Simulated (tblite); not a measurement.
# C3H10NSi3: the cost of one run

Computed with tblite 0.8.0 and PySCF 2.14.0, with density-fitted response routines of our own, on a single molecule in the gas phase. Atoms are numbered from 0 throughout.

## Step 1: Starting geometry

17 atoms, charge 0, multiplicity 2; geometry from: force field or distance geometry start.

Bonds of the start (Å): C0–Si1 1.86, Si1–C2 1.83, C2–C3 1.47, C3–N4 1.16, C2–Si5 1.83, Si5–Si6 2.20, C0–H7 1.10, C0–H8 1.11, C0–H9 1.12, Si1–H10 1.49, C2–H11 1.12, Si5–H12 1.48, Si5–H13 1.48, Si6–H14 1.46, Si6–H15 1.48, Si6–H16 1.48.

## Step 2: Geometry optimisation with GFN2-xTB

The job: settings as JSON, then the geometry in Å.

```
{"job": {"kind": "relax", "xc": "GFN2-xTB", "basis": "xTB"}, "charge": 0, "multiplicity": 2}
C     -2.896400     0.561300     0.479000
Si    -1.092500     0.251200     0.802900
C     -0.158800     0.542300    -0.745600
C     -0.760900    -0.245600    -1.831600
N     -1.217900    -0.895000    -2.683800
Si     1.625300     0.134200    -0.711300
Si     2.652600     0.496500     1.204500
H     -3.017600     1.203400    -0.410500
H     -3.369700     1.049200     1.350600
H     -3.394000    -0.410300     0.251100
H     -1.016500    -1.141900     1.315100
H     -0.327400     1.613100    -1.040100
H      1.857400    -1.274600    -1.093800
H      2.270700     0.941900    -1.764100
H      1.760400     1.004500     2.249100
H      3.397800    -0.712600     1.630300
H      3.680500     1.544000     0.988300
```

On the command line:

```console
> OMP_NUM_THREADS=1 python probes_run.py task.json out
```

This one command runs all jobs of the session in turn.

**Question.** How long does this first job take on 1 thread of Arm Neoverse V2, shared host?

About 1.3 s.
